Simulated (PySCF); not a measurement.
# [RuO3]-: structure of the quartet

Aim: relax [RuO3]- as a quartet from a T-shaped start, check by its vibrations whether the end is a minimum, and collect its spectrum and constants.

The runs use PySCF 2.14.0; B3LYP, basis Ru def2-SVPD with ECP28, O def2-SVPD, scalar-relativistic core potentials, no spin–orbit coupling, density fitting.

### 1 Where the work starts

4 atoms, charge -1, spin multiplicity 4.

Bond lengths: Ru1–O2 1.710 Å, Ru1–O3 1.710 Å, Ru1–O4 1.710 Å. Angles: O2–Ru1–O3 88.0°, O2–Ru1–O4 88.0°, O3–Ru1–O4 176.0°.

Coordinates in bohr (charge -1 multiplicity 4):
```
Ru    0.0000    0.0000    0.0000
O     0.0000    0.0000    3.2314
O     3.2295    0.0000    0.1128
O    -3.2295    0.0000    0.1128
```

### 2 First SCF at the start

One driver script runs all steps and calls PySCF; scf.py shows how it sets up the SCF of each step. The optimiser is the driver's own. After this first run the driver tries any further starts and a stability analysis.

File scf.py:

```python
from pyscf import gto, scf, dft
mol = gto.M(atom='''
Ru     0.000000     0.000000     0.000000
O      0.000000     0.000000     1.710000
O      1.709000     0.000000     0.059700
O     -1.709000     0.000000     0.059700''',
    basis={'Ru': 'def2-SVPD', 'O': 'def2-SVPD'},
    ecp={'Ru': 'def2-SVPD'},
    charge=-1, spin=3)
mf = dft.UKS(mol, xc='B3LYP')
mf.grids.atom_grid = (50, 194)
aux = {'Ru': 'def2-universal-JKFIT', 'O': 'def2-universal-JKFIT'}
mf = mf.density_fit(auxbasis=aux)
mf.conv_tol = 1e-08
mf.diis_space = 10
mf.max_cycle = 60
mf.init_guess = 'minao'
mf.verbose = 4
mf.kernel()
```

Started as:

```
$ OMP_NUM_THREADS=2 python axn.py task.json out
```

Standard output:

```text
init E= -311.123362213294
[... the frontier-level lines of each cycle are left out ...]
cycle= 1 E= -319.944925068895  delta_E= -8.82  |g|= 0.971  |ddm|=  2.7
cycle= 2 E= -315.618936981407  delta_E= 4.33  |g|=  3.1  |ddm|= 17.2
cycle= 3 E= -320.191890189661  delta_E= -4.57  |g|= 0.596  |ddm|= 17.1
cycle= 4 E= -320.272671289473  delta_E= -0.0808  |g|= 0.435  |ddm|= 0.854
cycle= 5 E= -320.324846428457  delta_E= -0.0522  |g|= 0.261  |ddm|= 0.43
cycle= 6 E= -320.352424786933  delta_E= -0.0276  |g|= 0.0586  |ddm|= 0.235
cycle= 7 E= -320.353661773441  delta_E= -0.00124  |g|= 0.0243  |ddm|= 0.0515
cycle= 8 E= -320.353923355667  delta_E= -0.000262  |g|= 0.00537  |ddm|= 0.0199
cycle= 9 E= -320.35396029839  delta_E= -3.69e-05  |g|= 0.00154  |ddm|= 0.0132
cycle= 10 E= -320.35396683542  delta_E= -6.54e-06  |g|= 0.000493  |ddm|= 0.00671
cycle= 11 E= -320.353967992087  delta_E= -1.16e-06  |g|= 0.00022  |ddm|= 0.00318
cycle= 12 E= -320.353968294601  delta_E= -3.03e-07  |g|= 0.000119  |ddm|= 0.00161
cycle= 13 E= -320.353968405396  delta_E= -1.11e-07  |g|= 6.27e-05  |ddm|= 0.00132
cycle= 14 E= -320.353968415972  delta_E= -1.06e-08  |g|= 1.46e-05  |ddm|= 0.000444
cycle= 15 E= -320.353968416167  delta_E= -1.96e-10  |g|= 2.76e-06  |ddm|= 4.3e-05
Extra cycle  E= -320.353968416166  delta_E= 1.76e-12  |g|= 5.94e-06  |ddm|= 9.96e-06
converged SCF energy = -320.353968416166  <S^2> = 3.7731661  2S+1 = 4.0115663
```

This step, with its further starts and checks, ran for 66 s (2 threads of Intel Xeon at 2.50GHz (Skylake/Cascade Lake), shared host).

Energies from each starting density:

```
                      start  energy (Eh)
    the minimal-basis guess  -320.353968
a thermally smeared density  -320.350064
      a smeared PBE density  -320.353968
```

No lower solution of this spin turned up from the other starts or in the test of internal stability.

### 3 Relaxing the quartet from the T-shaped start

The program finds C2v symmetry in the start, which this walk keeps. The walk stops when the largest gradient is under 0.0003 Eh/bohr and the energy has settled too.

Changes to scf.py since step 2:

```diff
@@ -3,4 +3,4 @@
-Ru     0.000000     0.000000     0.000000
-O      0.000000     0.000000     1.710000
-O      1.709000     0.000000     0.059700
-O     -1.709000     0.000000     0.059700''',
+Ru     0.000000     0.000000    -0.195218
+O      0.000000     0.000000     1.514782
+O      1.709000     0.000000    -0.135518
+O     -1.709000     0.000000    -0.135518''',
@@ -17 +16,0 @@
-mf.init_guess = 'minao'
```

Energy and gradient, step by step:

```
step  energy (Eh)  change (kJ/mol)  largest symmetric gradient (Eh/bohr)
   0  -320.353968             0.00                               0.08697
   1  -320.398200          -116.13                               0.08174
   2  -320.427013          -191.78                               0.05617
   3  -320.445260          -239.69                               0.06494
   4  -320.464819          -291.04                               0.04304
   5  -320.474244          -315.78                               0.02021
   6  -320.475387          -318.78                               0.00897
   7  -320.475523          -319.14                               0.00024
   8  -320.475525          -319.15                               0.00001
```

The walk took 81 s.

Positions (Å) and forces (eV/Å) along the way:

```
step 0
Ru   0.000   0.000  -0.195   0.000   0.000   1.106
O    0.000   0.000   1.515   0.000   0.000   3.447
O    1.709   0.000  -0.136   4.472   0.000  -2.276
O   -1.709   0.000  -0.136  -4.472   0.000  -2.276
step 1
Ru   0.000   0.000  -0.121   0.000   0.000   4.204
O    0.000   0.000   1.643   0.000   0.000  -0.283
O    1.812   0.000  -0.237  -0.849   0.000  -1.960
O   -1.812   0.000  -0.237   0.849   0.000  -1.960
step 4
Ru   0.000   0.000   0.200   0.001   0.000  -0.871
O    0.000   0.000   1.930   0.001   0.000   0.155
O    1.666   0.000  -0.541  -2.214   0.000   0.359
O   -1.666   0.000  -0.541   2.213   0.000   0.358
step 8
Ru   0.000   0.000   0.263   0.000   0.000   0.000
O    0.000   0.000   2.014   0.000   0.000   0.000
O    1.516   0.000  -0.614   0.000   0.000   0.000
O   -1.516   0.000  -0.614   0.000   0.000   0.000
```

It settles in D3h symmetry, 319.1 kJ/mol below the start, after 8 steps: Ru–O 1.751 Å (×3); O–Ru–O 120.0° (×3).

### 4 Vibrations and properties at this point

On the finer grid the gradient is checked again; gradients at displacements of ±0.02 bohr then give force constants and infrared intensities.

Changes to scf.py since step 3:

```diff
@@ -3,4 +3,4 @@
-Ru     0.000000     0.000000    -0.195218
-O      0.000000     0.000000     1.514782
-O      1.709000     0.000000    -0.135518
-O     -1.709000     0.000000    -0.135518''',
+Ru    -0.000000     0.000000    -0.000000
+O      0.000000     0.000000     1.751271
+O      1.516645     0.000000    -0.875636
+O     -1.516645     0.000000    -0.875636''',
@@ -11 +11 @@
-mf.grids.atom_grid = (50, 194)
+mf.grids.atom_grid = (75, 302)
@@ -14 +14 @@
-mf.conv_tol = 1e-08
+mf.conv_tol = 1e-10
```

This SCF starts from the last density.

Log of the central SCF (cycles and frontier levels):

```text
init E= -320.475415824006
[... the frontier-level lines of each cycle are left out ...]
cycle= 1 E= -320.475415819264  delta_E= 4.74e-09  |g|= 0.00011  |ddm|= 9.14e-05
cycle= 2 E= -320.475415744221  delta_E= 7.5e-08  |g|= 0.000439  |ddm|= 0.000363
cycle= 3 E= -320.475415824329  delta_E= -8.01e-08  |g|= 2.2e-06  |ddm|= 0.00029
cycle= 4 E= -320.47541582433  delta_E= -6.82e-13  |g|= 5.35e-07  |ddm|= 1.95e-06
Extra cycle  E= -320.47541582433  delta_E= 4.55e-13  |g|= 1.99e-06  |ddm|= 1.7e-06
converged SCF energy = -320.47541582433  <S^2> = 3.76465  2S+1 = 4.0073183
```

The whole step took 1.8 min.

Geometry: D3h; Ru–O 1.751 Å (×3); O–Ru–O 120.0° (×3).

Harmonic modes (main isotopes):

```json
{"symmetry": "a2''", "ω (cm⁻¹)": "152", "IR (km/mol)": "59.7", "type": "bend"}
{"symmetry": "e'", "ω (cm⁻¹)": "284", "IR (km/mol)": "2.1", "type": "bend"}
{"symmetry": "e'", "ω (cm⁻¹)": "845", "IR (km/mol)": "510", "type": "stretch"}
{"symmetry": "a1'", "ω (cm⁻¹)": "859", "IR (km/mol)": "0.0", "type": "stretch"}
```

All wavenumbers are real: a minimum.

Constants and moments:

| Item | Value |
| --- | --- |
| Dipole moment about the centre of mass | 0.00 D |
| Highest occupied level | -1.42 eV |
| Lowest empty level | 0.72 eV |
| Rotational constants | 0.2291, 0.2291, 0.1145 cm⁻¹ |
| Zero-point energy | 19.6 kJ/mol |
| Principal polarisabilities | 42.7, 67.3, 67.3 bohr³ |
| Principal traceless quadrupole moments about the centre of mass | -7.20, -7.20, 14.41 D Å |
| Entropy at 298.15 K and 1 bar (electronic part: spin only) | 298.8 J/(mol K) |
| Heat capacity Cp at 298.15 K | 62.6 J/(mol K) |
| Enthalpy at 298.15 K above 0 K | 14.42 kJ/mol |
| Rotational symmetry number | 6 |
| Spin squared ⟨S²⟩ | 3.765 |

Populations by atom (charges in e):

```tsv
atom	Mulliken	Löwdin	polar tensor	spin (Mulliken)	Mayer order to Ru1
Ru1	1.91	0.92	1.44	2.04	–
O2,3,4	-0.97	-0.64	-0.81	0.32	1.10
```

Outer orbital energies (eV). α occupied: -6.28, -4.44, -3.60, -3.60, -3.06, -2.80, -1.42, -1.42; empty: 3.53, 3.53, 3.97, 4.44. β occupied: -6.50, -5.36, -4.69, -4.69, -3.32, -3.32, -2.85, -2.71; empty: 0.72, 2.31, 2.31, 4.16.

Mulliken populations on Ru1 (outside its core potential): s 2.25, p 5.88, d 5.93, f 0.04.

### 5 What came out

| quantity | value |
| --- | --- |
| minimum | quartet, D3h |
| geometry | Ru–O 1.751 Å (×3); O–Ru–O 120.0° (×3) |
| wavenumbers (cm⁻¹) | 152 (a2''), 284 (e'), 845 (e'), 859 (a1') |
| dipole moment (centre of mass) | 0.00 D |
| highest occupied, lowest empty level (either spin) | -1.42, 0.72 eV |
| polar-tensor charge of Ru1 | +1.44 e |
| zero-point energy | 19.6 kJ/mol |
| entropy at 298.15 K | 298.8 J/(mol K) |
| ⟨S²⟩ | 3.765 |

**Reading.** The T-shaped start (C2v) ends in a minimum of D3h symmetry. In the infrared the band at 845 cm⁻¹ (e', stretch) leads. Most of the spin sits on Ru1 (Mulliken spin 2.04, against 3 for the whole molecule). Only this shape and spin were tried, so other structures or states may lie lower. One determinant may miss the lowest occupation of an open d or f shell.

The search up to here took 4.2 min.
